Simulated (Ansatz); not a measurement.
# Ge2Sb2Te5 (Cm) in Ansatz: relaxation of cell and atoms with PBE

Aim: the relaxation of cell and atoms of Ge2Sb2Te5 with PBE.

All numbers are computed with Ansatz 0.2.0; they aren't measurements. Logs are shortened: lines on timing, memory, paths and dates and some standing lists are left out, and cuts for length are marked.

## (1) Starting point

It takes space group Cm (No. 8, monoclinic). The conventional cell has a = 13.678 Å, b = 6.132 Å, c = 9.672 Å, α = 90.00°, β = 134.93°, γ = 90.00°. Te (site symmetry m) is surrounded by 2 Ge at 2.85 to 3.19 Å and 3 Sb at 3.07 to 3.14 Å. Te (site symmetry m) is surrounded by 2 Sb at 2.95 to 3.20 Å and 3 Ge at 3.07 to 3.08 Å. Te (site symmetry m) is surrounded by 3 Ge at 2.82 to 3.07 Å and 2 Sb at 3.14 to 3.19 Å. Around Te (site symmetry m) lie 2 Ge at 2.95 to 3.00 Å and 2 Sb at 3.02 to 3.06 Å. Te (site symmetry m) is surrounded by 3 Sb at 2.98 to 3.07 Å and 2 Ge at 3.05 to 3.20 Å. Around Sb (site symmetry m) lie 6 Te at 2.95 to 3.19 Å. Around Sb (site symmetry m) lie 6 Te at 2.98 to 3.20 Å. Ge (site symmetry m) has 6 Te at 2.82 to 3.19 Å as nearest neighbours.

The cell comes from a database or a generator and needn't be the stable form of this composition.

## (2) Relaxation of cell and atoms, PBE, target pressure 30 GPa, at which the enthalpy is minimised

The input, input.yaml:

```yaml
crystal:
  lattice:
    - [6.839136, -3.066006, 0.0]
    - [6.839136, 3.066006, 0.0]
    - [-6.830977, 0.0, 6.847609]
  atoms:
    - { symbol: Te, position: [0.594702, 0.594702, 0.386433] }
    - { symbol: Te, position: [0.795288, 0.795288, 0.196112] }
    - { symbol: Te, position: [0.008324, 0.008324, 0.006435] }
    - { symbol: Te, position: [0.206519, 0.206519, 0.809803] }
    - { symbol: Te, position: [0.399959, 0.399959, 0.597118] }
    - { symbol: Sb, position: [0.901708, 0.901708, 0.587873] }
    - { symbol: Sb, position: [0.11187, 0.11187, 0.417352] }
    - { symbol: Ge, position: [0.284287, 0.284287, 0.18783] }
    - { symbol: Ge, position: [0.497343, 0.497343, 0.011044] }
hamiltonian:
  xc: pbe
  pseudopotentials: { kind: paw }
kpoints:
  mp_grid: { grid: [4, 4, 3] }
scf:
  occupations: { method: fermi_dirac, width: 0.05 }
output:
  forces: true
  stress: true
  eigenvalues: true
relax:
  f_tol: 0.01
  max_steps: 40
  cell: { stress_tol: 0.05, p_target: 30.0 }
```

Potentials or basis: Ansatz PAW.

Command:

```
> ansatz run input.yaml --threads 4 --pin off --max-ram 11264MiB --backend cpu --events-out ev --progress --plain --runs-dir out
```

Log:

```text
Warning: RAYON_NUM_THREADS=4 ignored (pool sized by the plan → 4); use --threads N
Engine: ansatz 0.2.0, aarch64-unknown-linux-gnu
Pseudopotentials: kind: paw
Pseudopotential: Te, paw, valence charge 16, recommended cutoff 420 eV (normal), Te.paw.azcp
Pseudopotential: Sb, paw, valence charge 15, recommended cutoff 420 eV (normal), Sb.paw.azcp
Pseudopotential: Ge, paw, valence charge 14, recommended cutoff 420 eV (normal), Ge.paw.azcp
Functional definition: PBE
  parameter kappa = 0.804
  parameter beta = 0.06672455060314922
  exchange = pbe_x(kappa = kappa, mu = beta*pi^2/3)
  correlation = pbe_c(beta = beta)
Crystal: 9 atoms, lattice volume = 287.173 Å³
Basis set: ecut = 420 eV, 5631 PW (Γ), exchange–correlation on 108×108×144 points (8 copies of the dense FFT grid, shifted against one another)
Bands: 83, of which v1, the nominal top of the filled ones, is band 69 counted from 1 (68 counted from 0)
Symmetry: 2 space group operations
Space group: Cm (ITA 8), of the structure as read, at distance tolerance 6.6e-5 Å
k-points: 17 of 48 (time reversal used)
Non-local potential: Te, projectors of the file, l = 0: 2, l = 1: 2, l = 2: 2, l = 3: 2
Non-local potential: Sb, projectors of the file, l = 0: 2, l = 1: 2, l = 2: 2, l = 3: 2
Non-local potential: Ge, projectors of the file, l = 0: 2, l = 1: 2, l = 2: 3, l = 3: 1
PAW form: soft (Blöchl's): semilocal exchange-correlation on the pseudo side does not see the compensation charge
PAW one-centre angular grid: Te, 590 points (default); XC on 64 Gauss nodes
PAW one-centre angular grid: Sb, 590 points (default); XC on 64 Gauss nodes
PAW one-centre angular grid: Ge, 590 points (default); XC on 64 Gauss nodes
Initial density: superposition of atomic densities (neutral atoms: chi_scale 0, normalization atom), corrected by the library's trained network
Initial wavefunctions: pseudopotential atomic-orbital guess
Functional: x = pbe(κ = 0.804, μ = 0.2195149727645171), c = pbe(β = 0.06672455060314922)
SCF iter   1: F=—  HF=-56459.302048 eV  |F-HF|=—  |Δ(HF+E_count)|=         —  Δρ=1.68e-3  dr2=2.15e-2  ethr=1.77e-3  ⟨swp⟩=6.3  Hψ=5347  notcnv=0  defer=17
preconditioner: auto → Kerker (q_TF=auto, 2.415 Å⁻¹)  [metal: Δε(μ)=0.090 eV  Ē_g=8.195 eV  σ=0.050 eV  W_gap=0.42  n_scr=62 (ndim 8)  ℏωp=15.2 eV  f_vac=0.052  D(μ)=1.07/eV (n_scr^D=0)]
SCF iter   2: F=—  HF=-56459.294984 eV  |F-HF|=—  |Δ(HF+E_count)|=   7.06e-3  Δρ=9.90e-4  dr2=7.53e-3  ethr=1.56e-5  ⟨swp⟩=2.5  Hψ=2623  notcnv=0  defer=49
SCF iter   3: F=—  HF=-56459.294233 eV  |F-HF|=—  |Δ(HF+E_count)|=   7.51e-4  Δρ=3.49e-4  dr2=4.73e-4  ethr=5.46e-6  ⟨swp⟩=3.0  Hψ=2507  notcnv=0  defer=49
SCF iter   4: F=—  HF=-56459.294036 eV  |F-HF|=—  |Δ(HF+E_count)|=   1.97e-4  Δρ=1.63e-4  dr2=1.26e-4  ethr=3.43e-7  ⟨swp⟩=2.0  Hψ=2063  notcnv=0  defer=49
SCF iter   5: F=—  HF=-56459.294030 eV  |F-HF|=—  |Δ(HF+E_count)|=   6.46e-6  Δρ=7.33e-5  dr2=3.00e-5  ethr=9.15e-8  ⟨swp⟩=2.0  Hψ=2495  notcnv=0  defer=49
SCF iter   6: F=—  HF=-56459.294094 eV  |F-HF|=—  |Δ(HF+E_count)|=   6.42e-5  Δρ=3.98e-5  dr2=1.01e-5  ethr=2.18e-8  ⟨swp⟩=2.0  Hψ=1899  notcnv=0  defer=49
SCF iter   7: F=—  HF=-56459.294095 eV  |F-HF|=—  |Δ(HF+E_count)|=   8.86e-7  Δρ=1.37e-5  dr2=2.48e-6  ethr=7.29e-9  ⟨swp⟩=2.0  Hψ=1900  notcnv=0  defer=49
SCF iter   8: F=—  HF=-56459.294096 eV  |F-HF|=—  |Δ(HF+E_count)|=   1.06e-6  Δρ=7.45e-6  dr2=5.06e-7  ethr=1.79e-9  ⟨swp⟩=2.0  Hψ=1664  notcnv=0  defer=49
SCF iter   9: F=-56459.294096 eV  HF=-56459.294096 eV  |F-HF|=7.05e-9  |Δ(HF+E_count)|=   2.63e-7  Δρ=3.36e-6  dr2=7.13e-8  ethr=7.25e-11  ⟨swp⟩=9.9  Hψ=6979  notcnv=0
SCF 1 converged in 9 iterations: F = -56459.294096 eV  dr2 = 7.13e-8
[... 307 lines left out ...]
SCF iter   2: F=—  HF=-56452.346003 eV  |F-HF|=—  |Δ(HF+E_count)|=   3.06e-5  Δρ=1.42e-4  dr2=9.65e-6  ethr=9.30e-9  ⟨swp⟩=2.0  Hψ=2591  notcnv=0
SCF iter   3: F=—  HF=-56452.345989 eV  |F-HF|=—  |Δ(HF+E_count)|=   1.43e-5  Δρ=4.60e-5  dr2=1.31e-6  ethr=6.99e-9  ⟨swp⟩=2.1  Hψ=2038  notcnv=0
SCF iter   4: F=—  HF=-56452.345990 eV  |F-HF|=—  |Δ(HF+E_count)|=   4.57e-7  Δρ=9.66e-6  dr2=1.30e-7  ethr=9.53e-10  ⟨swp⟩=2.0  Hψ=1993  notcnv=0
SCF iter   5: F=—  HF=-56452.345990 eV  |F-HF|=—  |Δ(HF+E_count)|=   3.68e-8  Δρ=2.36e-6  dr2=5.72e-9  ethr=9.42e-11  ⟨swp⟩=2.0  Hψ=1993  notcnv=0
SCF iter   6: F=—  HF=-56452.345990 eV  |F-HF|=—  |Δ(HF+E_count)|=   6.40e-9  Δρ=3.70e-7  dr2=2.62e-10  ethr=4.14e-12  ⟨swp⟩=2.0  Hψ=1997  notcnv=0
SCF iter   7: F=-56452.345990 eV  HF=-56452.345990 eV  |F-HF|=4.37e-11  |Δ(HF+E_count)|=    0.00e0  Δρ=7.07e-8  dr2=1.95e-11  ethr=1.00e-12  ⟨swp⟩=4.6  Hψ=4566  notcnv=0
SCF 26 converged in 7 iterations: F = -56452.345990 eV  dr2 = 1.95e-11
relax step  26: F+E_penalty+E_count = -56452.34598953 eV  Δ(F+E_penalty+E_count) = +1.276e-2 eV  max|allowed force component| = 4.359e-3 eV/Å  Δτ_max = 0.0000 Å  P = +29.994 GPa  Ω = 184.985 Å³  stress off target by 2.70e-2 GPa  SCF on the basis re-selected at this cell (its energy is not comparable with the rows above)  (7 SCF iters)
basis re-selected at this cell: Δ(F+E_penalty+E_count) = +1.276e-2 eV, ΔP = -0.020 GPa vs the last step (what re-selecting the basis moved, of the pressure what is left beyond the Pulay correction that the steps carried, after the strain that the cell walked since its last selection, with what the two solves' SCF thresholds leave and, on support functions, any second-order correction that the steps lacked; it is no measure of the basis error at this ecutwfc). The dense FFT grid was sized anew with the basis: this SCF ran on 45×45×60 points, the steps before it on 54×54×72, so part of this shift can come from that change (see relax.cell in the input reference). This SCF's stress stands 2.70e-2 GPa from its target on what of the cell is left free (relax.cell.stress_tol is 5.00e-2 GPa) and its largest allowed force component is 4.36e-3 eV/Å (relax.f_tol is 1.00e-2 eV/Å): within both
SCF converged after 7 iterations
Free energy (F): -56452.345990 eV
Harris-Foulkes:  -56452.345990 eV  (|F-HF|=4.37e-11)
Internal energy: -56452.310753 eV  (E = F + TS)
E sigma→0 (E₀):  -56452.328371 eV
Entropy (-TS):   -0.035236 eV (-3.915 meV/atom)
Fermi energy:    15.767914 eV
--- Per-component energies (eV) ---
  E_band       = -1105.910321
  E_kinetic    = 1579.365622
  E_local      = -10655.651375  (includes V_loc(G=0)·N_el)
  E_nonlocal   = 6.983764
  E_hartree    = 6165.921733
  E_xc         = -1070.399866
  E_vxc        = -870.363726  (∫ρ·V_xc dr)
  E_paw        = -36494.211401  (= ΣΔE_a)
  E_vpaw       = -3498.087819  (= ΣTr[D̂ρ^β])
  E_aug_tail   = -0.000341  (compensation charges beyond the density's cutoff)
  E_ewald      = -15984.318890
  E_smearing   = -0.035236  (= −TS)
  E_closure    = -0.000000  (closes the sum)
  Σ components = -56452.345990   (vs F -56452.345990, Δ=0.00e0)
--- Forces (eV/Å), atoms counted from 1 ---
  atom   1  Te     0.00029470     0.00000000     0.00403421
  atom   2  Te     0.00393452     0.00000000     0.00166988
  atom   3  Te    -0.00258211     0.00000000    -0.00362669
  atom   4  Te    -0.00208970     0.00000000    -0.00229476
  atom   5  Te     0.00435894     0.00000000     0.00330164
  atom   6  Sb    -0.00019199     0.00000000    -0.00077511
  atom   7  Sb    -0.00383579     0.00000000    -0.00155110
  atom   8  Ge    -0.00101700     0.00000000    -0.00224938
  atom   9  Ge     0.00112881     0.00000000     0.00149088
  max |Σ_I F_I| component: 4.29e-7 eV/Å
--- Stress (GPa, compression-positive) ---
       30.015457       0.000000      -0.012428
        0.000000      29.972978       0.000000
       -0.012428       0.000000      29.993439
  P = ⅓ Tr σ = 29.9940 GPa (299.940 kbar)
--- Band table (eV; the first three rows and the last of 17) ---
  k-point 0: bands = ["-22.1474", "-22.1093", "-22.0786", "-22.0697", "-22.0653", "-22.0640", "-22.0526", "-22.0301", "-22.0255", "-22.0126", "-21.9081", "-21.9001", "-21.8874", "-21.8515", "-21.8434", "-21.8255", "-21.8220", "-21.8074", "-21.8016", "-21.7991", "-21.7895", "-21.7860", "-21.7841", "-21.7748", "-21.7726", "-13.8812", "-13.8454", "-13.8305", "-13.7945", "-13.7866", "-13.7061", "-13.6906", "-13.6624", "-13.6571", "-13.6471", "-9.1312", "-9.1204", "-9.1198", "-9.1158", "-9.1134", "-9.1078", "-9.0942", "-9.0920", "-9.0827", "-9.0712", "-0.2807", "2.7324", "3.3179", "3.9325", "4.2224", "5.4405", "6.1911", "7.2065", "7.6557", "9.3945", "9.6424", "9.6791", "9.8013", "9.8808", "9.9915", "10.3162", "10.4884", "14.5311", "14.6145", "14.8492", "14.9864", "15.2766", "15.3295", "15.6362", "16.1607", "16.2837", "16.3734", "17.6111", "17.9975", "18.1037", "18.1185", "20.3850", "20.5383", "20.6495", "20.7279", "20.8766", "21.0293", "21.3689"]
  k-point 1: bands = ["-22.1468", "-22.1094", "-22.0787", "-22.0698", "-22.0651", "-22.0642", "-22.0531", "-22.0300", "-22.0254", "-22.0127", "-21.9082", "-21.9001", "-21.8871", "-21.8515", "-21.8434", "-21.8256", "-21.8221", "-21.8075", "-21.8018", "-21.7995", "-21.7890", "-21.7859", "-21.7841", "-21.7749", "-21.7723", "-13.8811", "-13.8454", "-13.8305", "-13.7945", "-13.7866", "-13.7062", "-13.6906", "-13.6624", "-13.6572", "-13.6471", "-9.1312", "-9.1204", "-9.1197", "-9.1158", "-9.1134", "-9.1078", "-9.0942", "-9.0920", "-9.0826", "-9.0711", "0.1378", "1.3816", "3.4972", "4.1818", "4.7605", "5.0961", "6.7947", "7.0612", "8.0043", "8.7968", "9.1317", "9.2121", "10.0307", "10.9077", "11.2859", "11.8315", "11.9807", "12.1507", "12.3224", "12.9287", "14.3145", "14.7416", "14.9021", "15.6236", "15.9779", "16.8541", "17.3510", "17.6841", "18.3684", "18.4196", "18.9404", "19.1302", "19.5836", "19.6976", "20.5201", "21.0003", "21.0632", "21.2564"]
  k-point 2: bands = ["-22.1479", "-22.1092", "-22.0788", "-22.0711", "-22.0651", "-22.0641", "-22.0531", "-22.0303", "-22.0255", "-22.0124", "-21.9083", "-21.9002", "-21.8873", "-21.8502", "-21.8430", "-21.8245", "-21.8215", "-21.8082", "-21.8018", "-21.7979", "-21.7886", "-21.7878", "-21.7842", "-21.7742", "-21.7727", "-13.8899", "-13.8482", "-13.8329", "-13.7943", "-13.7858", "-13.7115", "-13.6910", "-13.6641", "-13.6486", "-13.6338", "-9.1311", "-9.1221", "-9.1189", "-9.1142", "-9.1105", "-9.1077", "-9.0976", "-9.0913", "-9.0817", "-9.0719", "0.1986", "2.7460", "3.0906", "3.6747", "4.3084", "5.0088", "5.8029", "6.2132", "6.4805", "8.3893", "10.0543", "10.1952", "10.5965", "11.6081", "11.9009", "12.1859", "12.3444", "12.6438", "13.6829", "13.8081", "14.0231", "14.3701", "14.5987", "15.1236", "15.4590", "17.0946", "17.3191", "17.7013", "18.2505", "18.5468", "19.6130", "19.8118", "19.9477", "20.1635", "20.5275", "20.7175", "21.3844", "21.5961"]
  k-point 16: bands = ["-22.1468", "-22.1094", "-22.0789", "-22.0697", "-22.0652", "-22.0641", "-22.0528", "-22.0300", "-22.0254", "-22.0131", "-21.9079", "-21.9001", "-21.8872", "-21.8524", "-21.8446", "-21.8248", "-21.8220", "-21.8071", "-21.8007", "-21.7992", "-21.7893", "-21.7860", "-21.7841", "-21.7749", "-21.7725", "-13.8811", "-13.8453", "-13.8305", "-13.7944", "-13.7864", "-13.7063", "-13.6904", "-13.6624", "-13.6573", "-13.6471", "-9.1305", "-9.1217", "-9.1213", "-9.1173", "-9.1140", "-9.1066", "-9.0932", "-9.0902", "-9.0829", "-9.0706", "0.5873", "1.1188", "2.8952", "3.6653", "4.5225", "5.7209", "6.5675", "7.4257", "8.2401", "9.2116", "9.5052", "9.8162", "10.7033", "10.7838", "11.3818", "11.6437", "11.8122", "12.5610", "12.7888", "13.5299", "13.7956", "14.1442", "14.4186", "14.7051", "15.5487", "15.9852", "16.4477", "16.9857", "17.3747", "17.3794", "18.5896", "18.6736", "19.9956", "20.1737", "20.6186", "20.6874", "21.2758", "21.8789"]
--- Relaxed structure (25 steps of the walk, 23 accepted, 1 SCFs on fresh bases) ---
  F+E_penalty+E_count = -56452.34598953 eV   max|allowed force component| = 4.359e-3 eV/Å   (the final SCF, on the basis selected at the relaxed cell)
  cell:  # Å, volume = 184.9850 Å³
    - [5.956321020275564, -2.5143250516746978, 0.09230295805721844]
    - [5.956321020275564, 2.5143250516746978, 0.09230295805721844]
    - [-5.856797894909485, 0.0, 6.08523464567524]
  atoms:
    - { symbol: Te, position: [0.529714976448741, 0.529714976448741, 0.4118809029960589] }
    - { symbol: Te, position: [0.8490493583180223, 0.8490493583180223, 0.21270944407684006] }
    - { symbol: Te, position: [-0.10983156995068988, -0.10983156995068988, -0.08678611293571578] }
    - { symbol: Te, position: [0.20865761260952875, 0.20865761260952875, 0.7640995456289741] }
    - { symbol: Te, position: [0.5291617918155895, 0.5291617918155895, 0.7648833076765119] }
    - { symbol: Sb, position: [0.8603007588720921, 0.8603007588720921, 0.5529651369959762] }
    - { symbol: Sb, position: [0.1932795661033381, 0.1932795661033381, 0.40177991617166914] }
    - { symbol: Ge, position: [0.2105446119187736, 0.2105446119187736, 0.09225807516278473] }
    - { symbol: Ge, position: [0.529122893864605, 0.529122893864605, 0.08620978422690108] }
```

It took 4.4 min on 4 threads of Arm Neoverse V2, shared host; peak memory 1.1 GiB.

Results:

```yaml
Free_energy: -56452.3460 eV
Relaxed_volume: 20.55 Å³/atom
Relaxed_cell: a = 6.466 Å, b = 6.466 Å, c = 8.446 Å, α = 128.94°, β = 128.94°, γ = 45.77°
Space_group_after_relaxing_to_0.05_Å: Cm (No. 8)
Energy_change_on_relaxing_the_enthalpy_is_what_falls: +772.0 meV/atom
Ionic_steps: 24
Pressure_after_relaxing: 30.0 GPa
Largest_force_after_relaxing: 0.005 eV/Å
Band_gap_on_the_k_mesh: none (metal or under the smearing width)
```

Forces in eV/Å, atoms in the order of the input:
```
Te   0.000  0.000  0.004
Te   0.004  0.000  0.002
Te  -0.003  0.000 -0.004
Te  -0.002  0.000 -0.002
Te   0.004  0.000  0.003
Sb   0.000  0.000 -0.001
Sb  -0.004  0.000 -0.002
Ge  -0.001  0.000 -0.002
Ge   0.001  0.000  0.001
```

The path:
```csv
step,energy change (eV),largest force (eV/Å),volume (Å³)
1,0.0000,0.1584,287.17
2,0.9314,0.9438,247.30
3,3.9689,1.3524,212.09
4,5.4300,0.6967,199.68
5,5.9572,0.2976,195.18
6,6.0680,0.2298,194.10
7,6.2668,0.1600,192.75
8,6.6113,0.3894,190.21
9,6.8973,0.4757,187.64
10,7.0956,0.5259,185.69
11,7.2024,0.4765,185.03
12,6.8191,0.3946,186.49
13,6.8658,0.4337,186.02
14,7.0159,0.2504,184.90
15,7.0673,0.2584,184.43
16,6.9146,0.1084,185.14
17,6.9339,0.0537,185.01
18,6.9548,0.0646,184.90
19,6.9262,0.0384,185.04
20,6.9275,0.0447,185.03
21,6.9458,0.0146,184.93
22,6.9246,0.0136,185.04
23,6.9354,0.0051,184.98
24,6.9481,0.0055,184.98
```

Final structure:
```yaml
crystal:
  lattice:
    - [5.95632, -2.51433, 0.09230]
    - [5.95632, 2.51433, 0.09230]
    - [-5.85680, 0.00000, 6.08523]
  atoms:
    - { symbol: Te, position: [0.52971, 0.52971, 0.41188] }
    - { symbol: Te, position: [0.84905, 0.84905, 0.21271] }
    - { symbol: Te, position: [0.89017, 0.89017, 0.91321] }
    - { symbol: Te, position: [0.20866, 0.20866, 0.76410] }
    - { symbol: Te, position: [0.52916, 0.52916, 0.76488] }
    - { symbol: Sb, position: [0.86030, 0.86030, 0.55297] }
    - { symbol: Sb, position: [0.19328, 0.19328, 0.40178] }
    - { symbol: Ge, position: [0.21054, 0.21054, 0.09226] }
    - { symbol: Ge, position: [0.52912, 0.52912, 0.08621] }
```

Caveat: the volume moved by over 15 % at a fixed basis, so the end points are rough; the plane-wave basis is chosen anew once the cell has moved, so the energies of steps on either side of that aren't comparable. Spin-orbit coupling is left out, which matters for the levels of Sb, Te.
